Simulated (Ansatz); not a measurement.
# MoIr4 (R-3m) in Ansatz: settings compared

Aim: see how the results for MoIr4 move with the level of theory and the settings. Levels: RPBE, revPBE. Tasks: projected density of states.

Program: Ansatz 0.2.0. These are calculated values, not measurements. Logs are shortened: lines on timing, memory, paths and dates and some standing lists are left out, and cuts for length are marked.

**1. Starting point**

It takes space group R-3m (No. 166, trigonal). The conventional cell has a = 2.748 Å, b = 2.748 Å, c = 33.918 Å, α = 90.00°, β = 90.00°, γ = 120.00°. Ir (site symmetry 3m) has 9 Ir at 2.75 to 2.79 Å and 3 Mo at 2.75 Å as nearest neighbours. Around Ir (site symmetry 3m) lie 12 Ir at 2.72 to 2.79 Å. Mo (site symmetry -3m) has 6 Mo at 2.75 Å and 6 Ir at 2.75 Å as nearest neighbours.

The cell comes from a database or a generator and needn't be the stable form of this composition.

**2. Projected density of states, RPBE**

input.yaml reads:

```yaml
crystal:
  lattice:
    - [1.374219009, 0.7934057148, 11.3060975691]
    - [-1.374219009, 0.7934057148, 11.3060975691]
    - [0.0, -1.5868114295, 11.3060975691]
  atoms:
    - { symbol: Ir, position: [0.600296, 0.600296, 0.600296] }
    - { symbol: Ir, position: [0.199317, 0.199317, 0.199317] }
    - { symbol: Ir, position: [0.800683, 0.800683, 0.800683] }
    - { symbol: Ir, position: [0.399704, 0.399704, 0.399704] }
    - { symbol: Mo, position: [0.0, 0.0, 0.0] }
hamiltonian:
  xc: rpbe
  pseudopotentials: { kind: paw }
kpoints:
  mp_grid: { grid: [11, 11, 11] }
scf:
  occupations: { method: fermi_dirac, width: 0.05 }
  n_extra_bands: 12
output:
  forces: true
  stress: true
  eigenvalues: true
  dos: { projected: true, de: 0.05, nscf_kmesh: { grid: [17, 17, 17] } }
  write_density: true
  write_potential: true
  elf: true
  volumetric_format: npy
```

Potentials or basis: Ansatz PAW.

Started as:

```
$ ansatz run input.yaml --threads 2 --pin off --max-ram 5632MiB --backend cpu --events-out ev --progress --plain --runs-dir out
```

What it wrote:

```text
Warning: RAYON_NUM_THREADS=2 ignored (pool sized by the plan → 2); use --threads N
basis.fft_grid_basis auto: the FFT boxes are laid along the combinations [[1, -1, 0], [0, 1, 0], [0, -1, 1]] of the cell's own vectors, 2.748, 11.417 and 2.748 Å long. The dense box has 20×80×20 points. Along the cell's own vectors, as sized, it would have 80×80×80, 16.00 times as many. Of the 12 symmetry operations that the crystal satisfies within crystal.symmetry.tolerance (time reversal apart; of a slab, those that keep its plane) the dense box along the cell's own vectors carries 12, and the one as laid loses 8 of those. basis.fft_grid_basis: typed keeps the cell's own vectors: state it where this run's energies or levels are differenced outside the engine with another run's, or held beside a run that keeps those vectors. Those combinations have planes normal to reciprocal vector 3, as the cell's own vectors have. Each planar average written beside output.write_density, output.write_potential has a row for each plane of the box: 20. The volumetric files lie along those combinations, not along the cell's own vectors: a cube or XSF file states them, and fields.json those of NumPy files.
scf.n_extra_bands = 12 over 41 filled bands (N_el = 82.0): the run solves 53 bands
Engine: ansatz 0.2.0, aarch64-unknown-linux-gnu
Pseudopotentials: kind: paw
Pseudopotential: Ir, paw, valence charge 17, recommended cutoff 420 eV (normal), Ir.paw.azcp
Pseudopotential: Mo, paw, valence charge 14, recommended cutoff 420 eV (normal), Mo.paw.azcp
Functional definition: RPBE
  parameter kappa = 0.804
  parameter beta = 0.06672455060314922
  exchange = rpbe_x(kappa = kappa, mu = beta*pi^2/3)
  correlation = pbe_c(beta = beta)
Crystal: 5 atoms, lattice volume = 73.963 Å³
Basis set: ecut = 420 eV, 1447 PW (Γ), FFT grids on a1−a2, a2, −a2+a3, exchange–correlation on 40×160×40 points (8 copies of the dense FFT grid, shifted against one another)
Bands: 53, of which v1, the nominal top of the filled ones, is band 41 counted from 1 (40 counted from 0)
Symmetry: 12 space group operations
Space group: R-3m (ITA 166), of the structure as read, at distance tolerance 4.2e-5 Å
k-points: 146 of 1331
Non-local potential: Ir, projectors of the file, l = 0: 3, l = 1: 2, l = 2: 2, l = 3: 1
Non-local potential: Mo, projectors of the file, l = 0: 3, l = 1: 2, l = 2: 2, l = 3: 1
PAW form: soft (Blöchl's): semilocal exchange-correlation on the pseudo side does not see the compensation charge
PAW frozen core: Ir, regenerated for the run's functional, and the local potential with it (the file was generated under x = pbe(κ = 0.804, μ = 0.2195149727645171), c = pbe(β = 0.06672455060314922))
PAW frozen core: Mo, regenerated for the run's functional, and the local potential with it (the file was generated under x = pbe(κ = 0.804, μ = 0.2195149727645171), c = pbe(β = 0.06672455060314922))
PAW one-centre angular grid: Ir, 590 points (default); XC on 64 Gauss nodes
PAW one-centre angular grid: Mo, 590 points (default); XC on 64 Gauss nodes
Initial density: superposition of atomic densities (neutral atoms: chi_scale 0, normalization atom), corrected by the library's trained network
Initial wavefunctions: pseudopotential atomic-orbital guess
Functional: x = rpbe, c = pbe(β = 0.06672455060314922)
SCF iter   1: F=—  HF=-52758.371616 eV  |F-HF|=—  |Δ(HF+E_count)|=         —  Δρ=1.02e-2  dr2=7.25e-1  ethr=1.77e-3  ⟨swp⟩=6.1  Hψ=25558  notcnv=0  defer=182
preconditioner: auto → Kerker (q_TF=auto, 2.776 Å⁻¹)  [metal: Δε(μ)=0.002 eV  Ē_g=7.987 eV  σ=0.050 eV  W_gap=0.01  n_scr=26 (ndim 8)  ℏωp=28.0 eV  f_vac=0.000  D(μ)=6.19/eV (n_scr^D=74)]
SCF iter   2: F=—  HF=-52758.364636 eV  |F-HF|=—  |Δ(HF+E_count)|=   6.98e-3  Δρ=5.44e-3  dr2=2.70e-1  ethr=8.84e-4  ⟨swp⟩=1.1  Hψ=8926  notcnv=0  defer=204
SCF iter   3: F=—  HF=-52758.358848 eV  |F-HF|=—  |Δ(HF+E_count)|=   5.79e-3  Δρ=7.92e-4  dr2=6.16e-3  ethr=3.29e-4  ⟨swp⟩=1.0  Hψ=7293  notcnv=0  defer=264
SCF iter   4: F=—  HF=-52758.358536 eV  |F-HF|=—  |Δ(HF+E_count)|=   3.13e-4  Δρ=2.27e-4  dr2=1.89e-4  ethr=7.51e-6  ⟨swp⟩=1.0  Hψ=7293  notcnv=0  defer=284
SCF iter   5: F=—  HF=-52758.358530 eV  |F-HF|=—  |Δ(HF+E_count)|=   6.05e-6  Δρ=4.76e-5  dr2=2.98e-6  ethr=2.31e-7  ⟨swp⟩=1.5  Hψ=7653  notcnv=0  defer=284
SCF iter   6: F=—  HF=-52758.358509 eV  |F-HF|=—  |Δ(HF+E_count)|=   2.01e-5  Δρ=1.07e-5  dr2=2.22e-7  ethr=3.64e-9  ⟨swp⟩=2.2  Hψ=10180  notcnv=0  defer=284
SCF iter   7: F=-52758.358509 eV  HF=-52758.358509 eV  |F-HF|=2.44e-9  |Δ(HF+E_count)|=   7.00e-9  Δρ=2.00e-6  dr2=4.47e-9  ethr=1.22e-10  ⟨swp⟩=12.7  Hψ=43867  notcnv=0
SCF 1 converged in 7 iterations: F = -52758.358509 eV  dr2 = 4.47e-9
NSCF: frozen V_eff on 489 k-points
SCF converged after 7 iterations
Free energy (F): -52758.358509 eV
Harris-Foulkes:  -52758.358509 eV  (|F-HF|=2.44e-9)
Internal energy: -52758.307950 eV  (E = F + TS)
E sigma→0 (E₀):  -52758.333230 eV
Entropy (-TS):   -0.050559 eV (-10.112 meV/atom)
Fermi energy:    24.017984 eV
--- Per-component energies (eV) ---
  E_band       = -447.020112
  E_kinetic    = 2930.029140
  E_local      = -5384.884354  (includes V_loc(G=0)·N_el)
  E_nonlocal   = 428.578120
  E_hartree    = 2036.991668
  E_xc         = -1255.918198
  E_vxc        = -1428.226654  (∫ρ·V_xc dr)
  E_paw        = -40154.198470  (= ΣΔE_a)
  E_vpaw       = -1066.498839  (= ΣTr[D̂ρ^β])
  E_aug_tail   = 0.000295  (compensation charges beyond the density's cutoff)
  E_ewald      = -11358.688979
  E_core_change = -0.217171  (= ΣΔE_core)
  E_smearing   = -0.050559  (= −TS)
  E_closure    = 0.000000  (closes the sum)
  Σ components = -52758.358509   (vs F -52758.358509, Δ=0.00e0)
--- Forces (eV/Å), atoms counted from 1 ---
  atom   1  Ir    -0.00000000     0.00000000     0.06748734
  atom   2  Ir     0.00000000     0.00000000     0.00683102
  atom   3  Ir    -0.00000000    -0.00000000    -0.00683102
  atom   4  Ir     0.00000000    -0.00000000    -0.06748734
  atom   5  Mo     0.00000000     0.00000000     0.00000000
  max |Σ_I F_I| component: 2.78e-17 eV/Å
--- Stress (GPa, compression-positive) ---
        2.460461       0.000000      -0.000000
        0.000000       2.460461      -0.000000
       -0.000000      -0.000000       2.101533
  P = ⅓ Tr σ = 2.3408 GPa (23.408 kbar)
--- Band table (eV; the first three rows and the last of 146) ---
  k-point 0: bands = ["-68.6602", "-68.6292", "-68.5182", "-68.5179", "-37.1234", "-25.7856", "-25.5211", "-25.3187", "-25.2915", "-25.2915", "-25.2384", "-25.2384", "-25.2164", "-25.1576", "-25.1576", "-25.1554", "-25.1554", "-11.2789", "-10.4642", "-10.4642", "13.7193", "15.0795", "15.6784", "16.4083", "17.9826", "19.8977", "20.1909", "20.4637", "20.4637", "20.5837", "20.5837", "20.7230", "20.7230", "20.9203", "20.9203", "21.2992", "22.3906", "22.3906", "22.5924", "22.6651", "22.9922", "22.9922", "22.9980", "22.9980", "24.1867", "24.1867", "24.4888", "24.4888", "26.5235", "26.5235", "32.8165", "34.0917", "37.4399"]
  k-point 1: bands = ["-68.6567", "-68.6268", "-68.5153", "-68.5151", "-37.1071", "-25.7725", "-25.5205", "-25.3390", "-25.3237", "-25.3039", "-25.2616", "-25.2477", "-25.2296", "-25.1984", "-25.1883", "-25.1676", "-25.1650", "-11.2631", "-10.5719", "-10.4885", "14.0325", "15.3660", "15.9867", "16.7055", "18.2310", "19.6716", "20.0105", "20.2243", "20.4395", "20.5970", "20.7061", "20.7537", "20.8427", "20.9730", "21.1585", "21.3068", "21.8434", "21.8794", "22.3696", "22.4689", "22.5557", "22.8497", "23.3222", "23.3637", "24.2299", "24.2872", "24.4931", "25.4705", "26.5377", "26.9916", "32.8533", "34.1199", "38.0303"]
  k-point 2: bands = ["-68.6471", "-68.6203", "-68.5076", "-68.5075", "-37.0630", "-25.7386", "-25.5418", "-25.4324", "-25.3952", "-25.3366", "-25.3168", "-25.3114", "-25.2755", "-25.2733", "-25.2173", "-25.1943", "-25.1905", "-11.2205", "-10.8550", "-10.5532", "14.8950", "16.0910", "16.7536", "17.4430", "18.7041", "19.1289", "19.6663", "19.7927", "20.0202", "20.2073", "20.5810", "20.8871", "21.1104", "21.1121", "21.3827", "21.6838", "21.6927", "21.7373", "21.9105", "22.1642", "22.7887", "23.1542", "23.1953", "23.5578", "24.2182", "24.6431", "24.9074", "26.5371", "27.0857", "27.8919", "32.8172", "34.3742", "38.5389"]
  k-point 145: bands = ["-68.6567", "-68.6268", "-68.5153", "-68.5151", "-37.1071", "-25.7733", "-25.5171", "-25.3433", "-25.3245", "-25.3039", "-25.2628", "-25.2477", "-25.2260", "-25.1985", "-25.1880", "-25.1676", "-25.1650", "-11.2631", "-10.5719", "-10.4885", "14.1577", "14.9350", "16.4309", "16.6134", "18.2949", "19.9577", "20.1026", "20.1981", "20.3025", "20.4724", "20.6653", "20.6894", "20.7908", "20.8091", "21.0369", "21.0622", "21.7144", "21.9892", "22.2739", "22.6943", "22.8892", "22.9247", "23.3148", "23.7535", "24.0169", "24.0262", "24.6221", "25.3051", "26.5454", "27.3200", "31.6125", "36.0235", "37.1445"]
```

It took 62 s on 2 threads of Arm Neoverse V1, shared host; peak memory 1.2 GiB.

What came out:

```
Free energy                          : -52758.3585 eV
Pressure                             : 2.3 GPa
Largest force                        : 0.067 eV/Å
Band gap on the k mesh               : none (metal or under the smearing width)
Density of states at the Fermi level : 5.08 states/eV per cell
```

Forces on the atoms (eV/Å):
```
Ir   0.000  0.000  0.067
Ir   0.000  0.000  0.007
Ir   0.000  0.000 -0.007
Ir   0.000  0.000 -0.067
Mo   0.000  0.000  0.000
```

States per cell in windows of 1 eV (zero at the Fermi level; states under -8 eV left out):
| from (eV) | total | Ir 5d | Mo 4d | Ir 6s | Mo 5s | Ir 5p |
| --- | --- | --- | --- | --- | --- | --- |
| -8.0 | 1.71 | 0.76 | 0.04 | 0.82 | 0.05 | 0.02 |
| -7.0 | 4.65 | 3.44 | 0.20 | 0.89 | 0.07 | 0.02 |
| -6.0 | 5.27 | 4.16 | 0.56 | 0.24 | 0.21 | 0.02 |
| -5.0 | 5.88 | 4.70 | 0.79 | 0.18 | 0.07 | 0.03 |
| -4.0 | 7.02 | 5.72 | 0.69 | 0.33 | 0.07 | 0.03 |
| -3.0 | 6.11 | 4.51 | 1.06 | 0.25 | 0.07 | 0.01 |
| -2.0 | 6.05 | 4.55 | 1.03 | 0.18 | 0.07 | 0.01 |
| -1.0 | 4.65 | 3.52 | 0.81 | 0.12 | 0.05 | 0.01 |
| 0.0 | 5.03 | 3.85 | 0.90 | 0.13 | 0.05 | 0.00 |
| 1.0 | 3.82 | 2.23 | 1.19 | 0.19 | 0.06 | 0.00 |
| 2.0 | 2.94 | 1.01 | 1.41 | 0.28 | 0.05 | 0.00 |
| 3.0 | 1.71 | 0.41 | 0.55 | 0.38 | 0.05 | 0.00 |
| 4.0 | 1.54 | 0.25 | 0.34 | 0.45 | 0.07 | 0.00 |
| 5.0 | 1.32 | 0.15 | 0.13 | 0.44 | 0.09 | 0.00 |
| 6.0 | 1.20 | 0.10 | 0.05 | 0.47 | 0.08 | 0.00 |
| 7.0 | 1.65 | 0.12 | 0.04 | 0.66 | 0.12 | 0.00 |

Caveat: the PAW data sets come from PBE, with cores solved anew for the run's functional, which leaves a small shift of forces and pressure.

**3. Projected density of states, revPBE**

input.yaml, as its differences from that of step 2:

```diff
@@ -12,3 +12,3 @@
 hamiltonian:
-  xc: rpbe
+  xc: revpbe
   pseudopotentials: { kind: paw }
@@ -24,5 +24 @@
   dos: { projected: true, de: 0.05, nscf_kmesh: { grid: [17, 17, 17] } }
-  write_density: true
-  write_potential: true
-  elf: true
-  volumetric_format: npy
```

Potentials or basis: Ansatz PAW.

Started as:

```
$ ansatz run input.yaml --threads 2 --pin off --max-ram 5632MiB --backend cpu --events-out ev --progress --plain --runs-dir out
```

What it wrote:

```text
Warning: RAYON_NUM_THREADS=2 ignored (pool sized by the plan → 2); use --threads N
basis.fft_grid_basis auto: the FFT boxes are laid along the combinations [[1, 0, -1], [0, 1, -1], [0, 0, 1]] of the cell's own vectors, 2.748, 2.748 and 11.417 Å long. The dense box has 20×20×80 points. Along the cell's own vectors, as sized, it would have 80×80×80, 16.00 times as many. Of the 12 symmetry operations that the crystal satisfies within crystal.symmetry.tolerance (time reversal apart; of a slab, those that keep its plane) the dense box along the cell's own vectors carries 12, and the one as laid loses 8 of those. basis.fft_grid_basis: typed keeps the cell's own vectors: state it where this run's energies or levels are differenced outside the engine with another run's, or held beside a run that keeps those vectors.
[... 75 lines left out ...]
  k-point 2: bands = ["-68.6728", "-68.6460", "-68.5330", "-68.5329", "-37.0798", "-25.7596", "-25.5627", "-25.4533", "-25.4160", "-25.3574", "-25.3375", "-25.3320", "-25.2963", "-25.2941", "-25.2381", "-25.2149", "-25.2111", "-11.2373", "-10.8719", "-10.5699", "14.8680", "16.0646", "16.7275", "17.4178", "18.6802", "19.1053", "19.6435", "19.7692", "19.9970", "20.1842", "20.5576", "20.8640", "21.0869", "21.0895", "21.3600", "21.6607", "21.6702", "21.7142", "21.8884", "22.1421", "22.7671", "23.1323", "23.1728", "23.5365", "24.1966", "24.6213", "24.8864", "26.5159", "27.0633", "27.8697", "32.7900", "34.3477", "38.5164"]
  k-point 145: bands = ["-68.6824", "-68.6524", "-68.5407", "-68.5405", "-37.1238", "-25.7943", "-25.5380", "-25.3641", "-25.3454", "-25.3247", "-25.2836", "-25.2685", "-25.2468", "-25.2191", "-25.2087", "-25.1881", "-25.1856", "-11.2799", "-10.5886", "-10.5052", "14.1306", "14.9083", "16.4048", "16.5877", "18.2706", "19.9335", "20.0788", "20.1750", "20.2792", "20.4488", "20.6421", "20.6663", "20.7670", "20.7857", "21.0135", "21.0390", "21.6921", "21.9673", "22.2522", "22.6727", "22.8678", "22.9028", "23.2931", "23.7318", "23.9956", "24.0044", "24.6008", "25.2833", "26.5241", "27.2988", "31.5845", "35.9995", "37.1206"]
```

It took 58 s on 2 threads of Arm Neoverse V1, shared host; peak memory 1 GiB.

What came out:

- Free energy: -52740.8493 eV
- Pressure: 1.2 GPa
- Largest force: 0.067 eV/Å
- Band gap on the k mesh: none (metal or under the smearing width)
- Density of states at the Fermi level: 5.07 states/eV per cell

Forces on the atoms (eV/Å):
```
Ir   0.000  0.000  0.067
Ir   0.000  0.000  0.004
Ir   0.000  0.000 -0.004
Ir   0.000  0.000 -0.067
Mo   0.000  0.000  0.000
```

Levels at points of the mesh, in eV from the Fermi level:
```
           k point  band 38  band 39  band 40  band 41  band 42  band 43
(0.00, 0.00, 0.00)    -1.63    -1.43    -1.35    -1.03    -1.03    -1.02
```

States per cell in windows of 1 eV (zero at the Fermi level; states under -8 eV left out):
```csv
from (eV),total,Ir 5d,Mo 4d,Ir 6s,Mo 5s,Ir 5p
-8.0,1.71,0.76,0.04,0.82,0.05,0.02
-7.0,4.64,3.43,0.20,0.89,0.07,0.02
-6.0,5.26,4.15,0.56,0.24,0.21,0.02
-5.0,5.88,4.70,0.79,0.18,0.07,0.03
-4.0,7.02,5.72,0.68,0.33,0.07,0.03
-3.0,6.11,4.51,1.06,0.25,0.07,0.01
-2.0,6.05,4.55,1.03,0.18,0.07,0.01
-1.0,4.66,3.53,0.81,0.13,0.05,0.01
0.0,5.03,3.85,0.90,0.13,0.05,0.00
1.0,3.82,2.24,1.19,0.19,0.06,0.00
2.0,2.95,1.02,1.41,0.28,0.05,0.00
3.0,1.71,0.41,0.55,0.38,0.05,0.00
4.0,1.54,0.25,0.34,0.45,0.07,0.00
5.0,1.32,0.15,0.13,0.44,0.09,0.00
6.0,1.20,0.10,0.05,0.47,0.08,0.00
7.0,1.65,0.12,0.04,0.66,0.12,0.00
```

Caveat: the PAW data sets come from PBE, with cores solved anew for the run's functional, which leaves a small shift of forces and pressure.
